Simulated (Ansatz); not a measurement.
**C2H3Cl3OSi2: small, medium and large basis sets**

How large a basis does C2H3Cl3OSi2 need? Two functionals are run in growing sets.

The runs use Ansatz 0.2.0, Gaussian basis; one geometry, several basis sets.

Plan: PBE0-D4/def2-SVP; ωB97M-V/def2-SVP; PBE0-D4/def2-QZVPP; ωB97M-V/def2-QZVPP; the functionals' def2-TZVPP values are taken from earlier runs.

### 1 Structure used throughout

The geometry comes from an earlier relaxation with PBE0-D4 in a triple-zeta def2 set; it is a stationary point, not always the lowest conformer.

SMILES `O[SiH](Cl)C#C[SiH](Cl)Cl`, 11 atoms, charge 0, spin multiplicity 1.

Atoms are counted from 1 here; the program's logs count them from 0.

Bond lengths: O1–Si2 1.625 Å, O1–H9 0.959 Å, Si2–Cl3 2.045 Å, Si2–C4 1.826 Å, Si2–H10 1.469 Å, C4–C5 1.214 Å, C5–Si6 1.813 Å, Si6–Cl7 2.035 Å, Si6–Cl8 2.036 Å, Si6–H11 1.472 Å. Angles: Si2–O1–H9 119.0°, O1–Si2–Cl3 111.9°, O1–Si2–C4 111.0°, O1–Si2–H10 107.1°, Cl3–Si2–C4 106.2°, Cl3–Si2–H10 109.3°, C4–Si2–H10 111.4°, Si2–C4–C5 179.1°, C4–C5–Si6 179.1°, C5–Si6–Cl7 109.0°, C5–Si6–Cl8 108.7°, C5–Si6–H11 111.3°, Cl7–Si6–Cl8 109.9°, Cl7–Si6–H11 109.0°, Cl8–Si6–H11 109.0°.

Coordinates:

```mol
C2H3Cl3OSi2
  3D, bonds by distance, orders not assigned

 11 10  0  0  0  0  0  0  0  0999 V2000
   -2.3104    0.8789   -1.7944 O   0  0
   -1.5303   -0.5165   -1.5025 Si  0  0
   -0.5562   -1.2065   -3.1634 Cl  0  0
   -0.2527   -0.2949   -0.2163 C   0  0
    0.5874   -0.1325    0.6442 C   0  0
    1.8602    0.0919    1.9150 Si  0  0
    0.9911   -0.0262    3.7509 Cl  0  0
    2.7118    1.9247    1.6691 Cl  0  0
   -1.7992    1.6625   -2.0050 H   0  0
   -2.5415   -1.4991   -1.0892 H   0  0
    2.9052   -0.9392    1.8123 H   0  0
  1  2  8  0
  2  3  8  0
  2  4  8  0
  4  5  8  0
  5  6  8  0
  6  7  8  0
  6  8  8  0
  1  9  8  0
  2 10  8  0
  6 11  8  0
M  END
```

### 2 PBE0-D4 in def2-SVP

in.yaml

```yaml
crystal:
  periodic: [false, false, false]
  atoms:
    - {symbol: O, position_ang: [-2.310394, 0.878859, -1.794440]}
    - {symbol: Si, position_ang: [-1.530347, -0.516532, -1.502547]}
    - {symbol: Cl, position_ang: [-0.556187, -1.206522, -3.163397]}
    - {symbol: C, position_ang: [-0.252669, -0.294871, -0.216338]}
    - {symbol: C, position_ang: [0.587436, -0.132516, 0.644222]}
    - {symbol: Si, position_ang: [1.860222, 0.091945, 1.914989]}
    - {symbol: Cl, position_ang: [0.991133, -0.026239, 3.750898]}
    - {symbol: Cl, position_ang: [2.711831, 1.924685, 1.669139]}
    - {symbol: H, position_ang: [-1.799214, 1.662502, -2.004970]}
    - {symbol: H, position_ang: [-2.541514, -1.499137, -1.089221]}
    - {symbol: H, position_ang: [2.905205, -0.939173, 1.812267]}
basis:
  gaussian: {orbitals: def2-SVP}
hamiltonian: {xc: pbe0, dispersion: d4}
output: {orbitals: {seedname: orbitals}}
```

The runs that follow: ωB97M-V in def2-SVP; PBE0-D4 in def2-QZVPP; ωB97M-V in def2-QZVPP.

**Question.** What will the summary of the whole plan be? Wanted: PBE0-D4: double and triple zeta above quadruple; ωB97M-V: double and triple zeta above quadruple.

As calculated:

```
                                       quantity           value
PBE0-D4: double and triple zeta above quadruple  25.64, 1.87 eV
ωB97M-V: double and triple zeta above quadruple  25.50, 1.75 eV
```

**Reading.** PBE0-D4 gains 23.77 eV from double to triple zeta, then 1.87 eV more. Total energies overstate the basis error of differences, where much of it tends to cancel.
